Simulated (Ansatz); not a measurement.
# LiSe+ (triplet): from Hartree-Fock to the top rungs at distance Se1–Li2 = 8.670 Å, cc-pVDZ

Aim: climb from Hartree-Fock through coupled cluster for LiSe+ (triplet) at one geometry and basis, and see what each rung misses.

Program: Ansatz 0.2.0, Gaussian basis. Level of theory: cc-pVDZ, core rule «outside noble gas», up to 15 orbitals frozen. These are calculated values, not measurements.

Plan: UHF; CCSD(T) on ROHF; CCSD(T) on UHF; BCCD(T) on ROHF; CCSDT(Q) on ROHF; CCSDT(Q) on UHF; Full CI.

73 further runs of the same task are left out: 55 for a known fault of the program, 12 that didn't finish, 6 set aside as unsound or not needed.

**1. What is computed**

The geometry derives from a PBE0/def2-TZVP stationary point (not a proven minimum). One bond is set to the value named and the two fragments are kept rigid. No spin-orbit coupling is included. The filled d shell of Se may be among the frozen orbitals whatever the setting's name suggests; the logs give the count.

2 atoms, charge 1, spin multiplicity 3.

Atoms are counted from 1 here; the program's logs count them from 0.

No contacts short enough for the rule that draws bonds.

**2. UHF**

in.yaml

```yaml
crystal:
  periodic: [false, false, false]
  atoms:
    - {symbol: Se, position_ang: [0.000000, 0.000000, 0.000000]}
    - {symbol: Li, position_ang: [0.000000, 0.000000, 8.670000]}
basis:
  gaussian: {orbitals: cc-pVDZ}
total_charge: 1
magnetization: {spin_polarized: true, initial_magnetization: 2}
hamiltonian: {xc: hf}
output: {orbitals: {seedname: orbitals}}
```

Command:

```sh
$ ansatz run in.yaml --threads 1 --pin off --events-out ev --progress --plain --max-ram 2393MiB
```

The runs that follow: CCSD(T) on ROHF; CCSD(T) on UHF; BCCD(T) on ROHF; CCSDT(Q) on ROHF; CCSDT(Q) on UHF; Full CI.

**Question.** What will the summary of the whole plan be? Wanted: FCI below the RHF energy; RMP2 from FCI; UMP2 from FCI; RCCSD from FCI; RCCSD(T) from FCI; UCCSD(T) from FCI; RCCSDT(Q) from FCI; UCCSDT(Q) from FCI; T1 diagnostic.

The runs gave:

```
                         quantity                                                                            value
         FCI below the RHF energy                                                                       -2.4929 eV
                    RMP2 from FCI                                                                     +42.4 kJ/mol
                    UMP2 from FCI                                                                     +43.5 kJ/mol
                   RCCSD from FCI                                                                      +3.2 kJ/mol
                RCCSD(T) from FCI                                                                      +0.8 kJ/mol
                UCCSD(T) from FCI                                                                       0.0 kJ/mol
               RCCSDT(Q) from FCI                                                                       0.0 kJ/mol
               UCCSDT(Q) from FCI                                                                      -0.7 kJ/mol
levels within 1 kcal/mol (43 meV)  RCCSD, UCCSD, RCCSD(T), UCCSD(T), BCCD(T), RCCSDT, UCCSDT, RCCSDT(Q), UCCSDT(Q)
                    T1 diagnostic                                                                            0.012
   effectively unpaired electrons                                                                             2.01
```

What this shows: RCCSD(T) misses by +0.8 kJ/mol, 0.3 % of the correlation energy. UCCSDT, UCCSDT(Q) fall below full CI: unrestricted runs freeze a spin-polarised core, another one than full CI's, and coupled cluster isn't variational. One determinant dominates. These misses are within one basis, not against nature; the frozen cores of restricted and unrestricted runs differ, which can shift their rows.
